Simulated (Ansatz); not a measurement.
# H3N: the cost of one run

Program: Ansatz 0.2.0, Gaussian basis. Level of theory: PBE0-D4/def2-TZVP structures, single points in def2-TZVPP, no counterpoise correction. These are calculated values, not measurements.

Levels: SPW92, PBE-D4, BLYP-D4, r2SCAN-D4, B97M-V, PBE0-D4, B3LYP-D4, r2SCAN0-D4, BHLYP-D4, CAM-B3LYP-D4, wB97X-V, wB97M-V, B2PLYP, PBE-QIDH, RPA on PBE, Hartree-Fock, MP2, CCSD, CCSD(T).

Cores are frozen in the correlated methods. B3LYP uses VWN-RPA correlation. B2PLYP carries no dispersion term here.

94 further runs of the same task are left out: 94 set aside as unsound or not needed.

## 1. Where the work starts

The complex: 11 atoms, charge 0, spin multiplicity 1.

Atoms are counted from 1 here; the program's logs count them from 0.

Bond lengths: H1–N7 1.013 Å, Si2–C3 1.771 Å, Si2–H8 1.490 Å, Si2–H9 1.483 Å, C3–H4 1.093 Å, C3–O5 1.320 Å, O5–H6 1.001 Å, N7–H10 1.013 Å, N7–H11 1.013 Å. Angles: C3–Si2–H8 116.4°, C3–Si2–H9 110.1°, H8–Si2–H9 113.3°, Si2–C3–H4 115.2°, Si2–C3–O5 132.5°, H4–C3–O5 111.0°, C3–O5–H6 110.1°, H1–N7–H10 107.2°, H1–N7–H11 107.8°, H10–N7–H11 108.0°.

As a file:

```xyz
11
CH7NOSi
H    -2.1575    0.0507   -0.2193
Si    0.9696   -1.5114    0.4880
C     1.4813   -0.1803   -0.5619
H     2.4953   -0.2665   -0.9606
O     0.8134    0.7831   -1.1695
H    -0.1041    0.8655   -0.7783
N    -1.6512    0.9085   -0.0331
H    -0.2176   -1.2559    1.3515
H     2.1328   -2.0467    1.2354
H    -1.5254    0.9702    0.9706
H    -2.2364    1.6828   -0.3227
```

Its parts: NH3 holds atoms 1, 7, 10, 11; CH4OSi holds atoms 2, 3, 4, 5, 6, 8, 9. Each part counts its atoms afresh in its own runs.

## 2. Relaxing NH3 alone

File relax-a/in.yaml:

```yaml
crystal:
  periodic: [false, false, false]
  atoms:
    - {symbol: H, position_ang: [-2.157486, 0.050679, -0.219318]}
    - {symbol: N, position_ang: [-1.651228, 0.908497, -0.033057]}
    - {symbol: H, position_ang: [-1.525410, 0.970183, 0.970602]}
    - {symbol: H, position_ang: [-2.236424, 1.682810, -0.322671]}
basis:
  gaussian: {orbitals: def2-TZVP}
hamiltonian: {xc: pbe0, dispersion: d4}
relax: {f_tol: 0.005, max_steps: 200}
```

The run is started by

```
ansatz run in.yaml --threads 4 --pin off --events-out ev --progress --plain --max-ram 9574MiB
```

**Question.** How long does this run take on 4 threads of Intel Xeon at 2.50GHz, shared host?

About 1.9 s.
